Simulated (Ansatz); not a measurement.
# CH2BF2+: single points off equilibrium

The atoms stand at a frame of a short trajectory. How far do the functionals agree with CCSD(T) there?

Program: Ansatz 0.2.0, Gaussian basis. Level of theory: single points in def2-TZVPP. These are calculated values, not measurements.

Cores are frozen in the correlated methods.

1 further run of the same task is left out (it didn't finish).

## 1. Starting geometry

SMILES `[CH2+]B(F)F`, 6 atoms, charge 1, spin multiplicity 1.

Atoms are counted from 1 here; the program's logs count them from 0.

Bond lengths: C1–B2 1.624 Å, C1–H5 1.105 Å, C1–H6 1.128 Å, B2–F3 1.294 Å, B2–F4 1.275 Å. Angles: B2–C1–H5 120.7°, B2–C1–H6 121.6°, H5–C1–H6 117.1°, C1–B2–F3 115.8°, C1–B2–F4 118.2°, F3–B2–F4 125.7°.

Geometry (Å):

```xyz
6
charge 1, multiplicity 1
C    -0.3176    0.7221   -0.1508
B     0.3055   -0.7533    0.1175
F    -0.3015   -1.4673    1.0095
F     1.3922   -1.0654   -0.4726
H     0.2870    1.5093   -0.6365
H    -1.3097    1.0328    0.2860
```

## 2. PBE-D4/def2-TZVPP

File run/in.yaml:

```yaml
crystal:
  periodic: [false, false, false]
  atoms:
    - {symbol: C, position_ang: [-0.317640, 0.722124, -0.150820]}
    - {symbol: B, position_ang: [0.305480, -0.753283, 0.117484]}
    - {symbol: F, position_ang: [-0.301529, -1.467285, 1.009513]}
    - {symbol: F, position_ang: [1.392241, -1.065366, -0.472581]}
    - {symbol: H, position_ang: [0.286967, 1.509280, -0.636543]}
    - {symbol: H, position_ang: [-1.309709, 1.032751, 0.285954]}
basis:
  gaussian: {orbitals: def2-TZVPP}
total_charge: 1
hamiltonian: {xc: pbe, dispersion: d4}
output: {forces: true}
```

The run is started by

```console
$ ansatz run in.yaml --threads 2 --pin off --events-out ev --progress --plain --max-ram 3481MiB
```

## 3. r2SCAN-D4/def2-TZVPP

run/in.yaml: that of step 2 with these lines changed.

```diff
@@ -12,3 +12,3 @@
 total_charge: 1
-hamiltonian: {xc: pbe, dispersion: d4}
+hamiltonian: {xc: r2scan, dispersion: d4}
 output: {forces: true}
```

## 4. PBE0-D4/def2-TZVPP

run/in.yaml: that of step 3 with these lines changed.

```diff
@@ -12,3 +12,3 @@
 total_charge: 1
-hamiltonian: {xc: r2scan, dispersion: d4}
-output: {forces: true}
+hamiltonian: {xc: pbe0, dispersion: d4}
+output: {forces: true, orbitals: {seedname: orbitals}}
```

## 5. wB97M-V/def2-TZVPP

run/in.yaml: that of step 4 with these lines changed.

```diff
@@ -12,3 +12,3 @@
 total_charge: 1
-hamiltonian: {xc: pbe0, dispersion: d4}
-output: {forces: true, orbitals: {seedname: orbitals}}
+hamiltonian: {xc: {name: wB97M-V}}
+output: {forces: true}
```

## 6. CCSD(T)/def2-TZVPP

run/in.yaml: that of step 5 with these lines changed.

```diff
@@ -12,3 +12,3 @@
 total_charge: 1
-hamiltonian: {xc: {name: wB97M-V}}
+correlation: {method: ccsd_t}
 output: {forces: true}
```

(Steps that only read results are left out.)

**Question.** What will these runs give? Wanted: energy less free atoms, CCSD(T)/def2-TZVPP; RMS force component; RMS force error; HOMO and LUMO, PBE0-D4; T1 diagnostic.

The runs gave:

| quantity | value |
| --- | --- |
| energy less free atoms, CCSD(T)/def2-TZVPP | -15.543 eV |
| RMS force component | 0.471 to 0.547 eV/Å over the methods |
| RMS force error | PBE-D4 0.384, r2SCAN-D4 0.152, PBE0-D4 0.106, wB97M-V 0.045 eV/Å |
| HOMO and LUMO, PBE0-D4 | -18.12 and -12.91 eV |
| T1 diagnostic | 0.015 |

What this shows: Against CCSD(T) the functionals' energies less atoms differ by -1.253 to -0.601 eV, PBE-D4 by -1.253 eV. A larger basis would deepen the CCSD(T) value, while the functionals are nearly converged already, so the order here is not reliable. For forces wB97M-V does best and PBE-D4 worst. Frozen-core CCSD(T) forces in triple zeta carry basis errors of their own, and this is one geometry, so small gaps rank nothing.
